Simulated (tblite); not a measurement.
# CH5InOSi (SMILES [SiH3][CH]1[O][InH]1): GFN1-xTB (GBSA acetonitrile)

Aim: a structure relaxation of CH5InOSi. Input form: an ASE script.

The results are computed with tblite 0.8.0.

14 further runs of the same task are left out: 2 that didn't finish, 12 set aside as unsound or not needed.

## Step 1: The structure to begin with

CH5InOSi: 9 atoms, total charge 0, spin state singlet. SMILES: `[SiH3][CH]1[O][InH]1`. Geometry: a rough force-field guess. The run starts from this shape.

Bond lengths: Si1–C2 1.822 Å, C2–O3 1.415 Å, O3–In4 1.127 Å, Si1–H5 1.494 Å, Si1–H6 1.540 Å, Si1–H7 1.477 Å, C2–H8 1.129 Å, In4–H9 1.986 Å. Some angles: Si1–C2–O3 109.7°, C2–O3–In4 134.8°, Si1–C2–H8 106.9°, O3–C2–H8 112.2°, C2–Si1–H5 111.6°, C2–Si1–H6 109.3°, C2–Si1–H7 112.2°, O3–In4–H9 66.2°, H5–Si1–H6 106.4°, H5–Si1–H7 110.0°.

## Step 2: A geometry optimisation at GFN1-xTB (GBSA acetonitrile)

File run.py:

```python
"""GFN1-xTB geometry optimisation with ASE"""
import json
import numpy as np
from ase import Atoms
from ase.units import Bohr
from tblite.ase import TBLite
from ase.units import kJ, mol as mol_
from ase.units import Debye
from ase.optimize import MDMin

molecule = Atoms(["Si", "C", "O", "In", "H", "H", "H", "H", "H"], positions=Bohr * np.array([
    [0.497565, 1.650298, -1.690360],
    [0.892707, -0.718285, 0.777244],
    [-1.414082, -2.013503, 1.161804],
    [-2.044873, -3.620148, 2.410346],
    [-0.390417, 0.492652, -4.106375],
    [-1.557890, 3.547394, -0.884770],
    [2.833644, 3.112568, -2.135202],
    [2.454187, -2.024842, 0.139651],
    [-1.103600, -0.513817, 4.295536],
]))
start = molecule.get_positions()

molecule.calc = TBLite(
    method="GFN1-xTB",
    multiplicity=1,
    max_iterations=500,
    spin_polarization=0.5,
    solvation=("gbsa", "acetonitrile"),
    verbosity=0,
)
opt = MDMin(molecule, trajectory="opt.traj", logfile="-")
done = opt.run(fmax=0.05, steps=300)
print("converged:", done, "after", opt.nsteps, "steps")
print(f"E: {molecule.get_potential_energy() / (kJ / mol_):.6f} kJ/mol")
print(f"Dipole: {np.linalg.norm(molecule.get_dipole_moment()) / Debye:.4f} D")
print("Charges:", np.round(molecule.get_charges(), 4))
print("Final positions (angstrom):")
for a in molecule:
    print(f"{a.symbol:<2} {a.x:12.6f} {a.y:12.6f} {a.z:12.6f}")
print(f"largest displacement {np.linalg.norm(molecule.positions - start, axis=1).max():.4f} angstrom")
json.dump(dict(energy=molecule.get_potential_energy(), forces=molecule.get_forces().tolist(), dipole=molecule.get_dipole_moment().tolist(), charges=molecule.get_charges().tolist(),
               symbols=molecule.get_chemical_symbols(), start=start.tolist(), final=molecule.positions.tolist(), success=bool(done)), open("results.json", "w"))
```

The run is started by

```bash
$ python run.py
```

Q: Predict the results. Wanted: total energy at the end; dipole moment.

**Answer.** As computed:

Level: GFN1-xTB (GBSA acetonitrile).

| quantity | value |
| --- | --- |
| total energy at the end | -12.98839 Eh |
| dipole moment | 11.45 D |

What this shows: At the final geometry: Bond lengths: Si1–C2 1.863 Å, C2–O3 1.498 Å, O3–In4 2.314 Å, Si1–H5 1.454 Å, Si1–H6 1.454 Å, Si1–H7 1.502 Å, C2–H8 1.097 Å, C2–H9 1.097 Å. Some angles: Si1–C2–O3 67.9°, C2–O3–In4 124.0°, Si1–C2–H8 125.4°, Si1–C2–H9 125.1°, O3–C2–H8 110.1°, O3–C2–H9 110.0°, C2–Si1–H5 115.6°, C2–Si1–H6 114.4°, C2–Si1–H7 110.9°, H8–C2–H9 107.4°. The optimisation took 264 steps and changed the energy by -62.462 eV. Bonds broke or formed on the way. Mulliken charges run from -0.51 on O3 to +0.66 on In4.
